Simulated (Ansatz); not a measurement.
# PtSe2: properties at the relaxed cell

The task here is to estimate one member of a computed series from the others.

The COD entry's cell or inner coordinates are ideal or old and differ from later refinements, so a difference from it is no clean test against experiment.

Computed with Ansatz 0.2.0 (DFT PBEsol+D3(BJ), scalar-relativistic, plane waves, PAW, unless a step's input says otherwise).

## The system as given

Symmetry: P-3m1, No. 164, trigonal system. The conventional cell has a = 3.739 Å, b = 3.739 Å, c = 4.637 Å, α = 90.00°, β = 90.00°, γ = 120.00°. Pt (site symmetry -3m) is surrounded by 6 Se at 2.50 Å. Se (site symmetry 3m) is surrounded by 3 Pt at 2.50 Å.

Structure file:

```
Pt Se
1.0
     3.73850    0.00000    0.00000
    -1.86925    3.23764    0.00000
     0.00000    0.00000    4.63730
Pt Se
1 2
Direct
  0.00000 0.00000 0.00000
  0.33333 0.66667 0.27179
  0.66667 0.33333 0.72821
```

This cell was relaxed beforehand with the same method: volume 18.71 Å³/atom, gap on the mesh none (metal).

The first run:

File input.yaml:

```yaml
crystal:
  lattice:
    - [3.7007355157, 0.0, 0.0]
    - [-1.8503677579, 3.2049309693, 0.0]
    - [0.0, 0.0, 4.5904548654]
  atoms:
    - { symbol: Pt, position: [0.0, 0.0, 0.0] }
    - { symbol: Se, position: [0.3333333333, 0.6666666667, 0.2717861479] }
    - { symbol: Se, position: [0.6666666667, 0.3333333333, 0.7282138521] }
basis:
  ecutwfc: 420
kpoints:
  mp_grid: { grid: [12, 12, 8] }
hamiltonian:
  xc: pbesol
  dispersion: d3bj
scf:
  occupations: { method: gaussian, width: 0.1 }
output:
  forces: true
  stress: true
  eigenvalues: true
relax:
  adjacent_minimum: "off"
  f_tol: 0.01
  max_steps: 30
  cell: { stress_tol: 0.1, fix: [volume] }
```

Command:

```
> ansatz run input.yaml --threads 1 --pin off --max-ram 2560MiB --backend cpu --events-out ev --progress --plain --runs-dir out
```

Steps of the session up to this table: The cell scaled to 0.97 of its volume; Point at V/V0 = 1.03; The cell scaled to 0.94 of its volume; The cell scaled to 1.06 of its volume; The cell scaled to 0.91 of its volume; Volume × 1.10; The cell scaled to 0.88 of its volume.

One of the session's tables, all rows but one given; the rest of the session is left out.

It belongs to the step «Energy against volume». 

| volume (Å³/atom) | energy above the lowest point (meV/atom) | pressure (GPa) |
| --- | --- | --- |
| 16.465 | 98.2 | 16.36 |
| 17.026 | ? | ? |
| 17.587 | 20.9 | 6.46 |
| 18.149 | 4.8 | 2.82 |
| 18.710 | 0.0 | 0.00 |
| 19.271 | 4.0 | -2.21 |
| 19.832 | 14.4 | -3.74 |
| 20.581 | 34.3 | -4.76 |

Q: Estimate the row for volume (Å³/atom) = 17.026 from the others.

Worked estimate for «energy above the lowest point (meV/atom)». A straight line through the neighbours (16.465, 98.2) and (17.587, 20.9) gives 98.2 + (20.9 − 98.2) × (17.026 − 16.465) / (17.587 − 16.465) = 59.5; a parabola fitted to 3 rows on both sides gives 52.0.

The run gave: energy above the lowest point (meV/atom): 51.2; pressure (GPa): 10.87. In «energy above the lowest point (meV/atom)» the line misses by +8.3 and the parabola by +0.8.
